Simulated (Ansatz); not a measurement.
**GaAs+ (quartet): from Hartree-Fock to the top rungs at distance Ga1–As2 = 3.004 Å, cc-pVDZ**

How much of the correlation energy of GaAs+ (quartet) does each wave-function method recover here?

Program: Ansatz 0.2.0, Gaussian basis. Level of theory: cc-pVDZ, core rule «outside noble gas», up to 28 orbitals frozen. These are calculated values, not measurements.

To be run: UHF; CCSD(T) on ROHF; CCSD(T) on UHF; BCCD(T) on ROHF; CISD as a restricted active space (open shells left free, so some higher excitations enter); CCSDT(Q) on ROHF; CCSDT(Q) on UHF; CASSCF and MRCISD+Q, 5 electrons in 5 orbitals; CASSCF and NEVPT2, 5 electrons in 5 orbitals; CASSCF and MRCISD+Q, 7 electrons in 8 orbitals; CASSCF and NEVPT2, 7 electrons in 8 orbitals; Full CI.

18 further runs of the same task are left out: 1 for a known fault of the program, 15 that didn't finish, 2 set aside as unsound or not needed. Runs told in other sessions of the task aren't counted.

## (1) The geometry

The geometry derives from a PBE0/def2-TZVP stationary point (not a proven minimum). One bond is set to the value named and the two fragments are kept rigid. No spin-orbit coupling is included. The filled d shell of Ga, As may be among the frozen orbitals whatever the setting's name suggests.

2 atoms, charge 1, spin multiplicity 4.

Atoms are counted from 1 here; the program's logs count them from 0.

No contacts short enough for the rule that draws bonds.

## (2) UHF

in.yaml reads:

```yaml
crystal:
  periodic: [false, false, false]
  atoms:
    - {symbol: Ga, position_ang: [0.000000, 0.000000, 0.000000]}
    - {symbol: As, position_ang: [0.000000, 0.000000, 3.004000]}
basis:
  gaussian: {orbitals: cc-pVDZ}
total_charge: 1
magnetization: {spin_polarized: true, initial_magnetization: 3}
hamiltonian: {xc: hf}
output: {orbitals: {seedname: orbitals}}
```

Launch:

```console
ansatz run in.yaml --threads 1 --pin off --events-out ev --progress --plain --max-ram 2393MiB
```

The runs that follow: CCSD(T) on ROHF; CCSD(T) on UHF; BCCD(T) on ROHF; CISD as a restricted active space (open shells left free, so some higher excitations enter); CCSDT(Q) on ROHF; CCSDT(Q) on UHF; CASSCF and MRCISD+Q, 5 electrons in 5 orbitals; CASSCF and NEVPT2, 5 electrons in 5 orbitals; CASSCF and MRCISD+Q, 7 electrons in 8 orbitals; CASSCF and NEVPT2, 7 electrons in 8 orbitals; Full CI.

Before running them: what should the planned runs give, taken together? Wanted: FCI from the RHF energy; RMP2 from FCI; UMP2 from FCI; RCCSD from FCI; RCCSD(T) from FCI; UCCSD(T) from FCI; RCCSDT(Q) from FCI; UCCSDT(Q) from FCI; NEVPT2 pair from FCI.

**Answer**, as computed:

| quantity | value |
| --- | --- |
| FCI from the ROHF energy | -3.1240 eV |
| RMP2 from FCI | +805.0 meV |
| UMP2 from FCI | +788.3 meV |
| RCCSD from FCI | +68.4 meV |
| RCCSD(T) from FCI | +17.6 meV |
| UCCSD(T) from FCI | +1.9 meV |
| RCCSDT(Q) from FCI | +0.6 meV |
| UCCSDT(Q) from FCI | -15.1 meV |
| NEVPT2 pair from FCI | +778.4 meV |
| MRCISD+Q pair from FCI | -15.2 meV |
| NEVPT2 valence from FCI | +453.0 meV |
| levels within 1 kcal/mol (43 meV) | RCCSD(T), UCCSD(T), BCCD(T), RCCSDT, UCCSDT, RCCSDT(Q), UCCSDT(Q), MRCISD+Q pair, MRCISD+Q valence |
| T1 diagnostic | 0.020 |
| effectively unpaired electrons | 3.06 |

RCCSD(T) misses by +17.6 meV, 0.6 % of the correlation energy. UCCSDT, UCCSDT(Q), MRCISD+Q pair, MRCISD+Q valence fall below full CI: unrestricted runs freeze a spin-polarised core, another one than full CI's, and coupled cluster isn't variational. One determinant dominates. Of the multireference levels listed MRCISD+Q pair comes nearest in total energy (-15.2 meV), which doesn't show that its space is the better one. These misses are within one basis, not against nature; the frozen cores of restricted and unrestricted runs differ, which can shift their rows.

Levels on UHF freeze UHF's core orbitals, full CI those of ROHF, so the U rows can settle a little off it for that reason alone.

With open shells the CI space here admits some higher excitations, so it is larger than plain CISD.
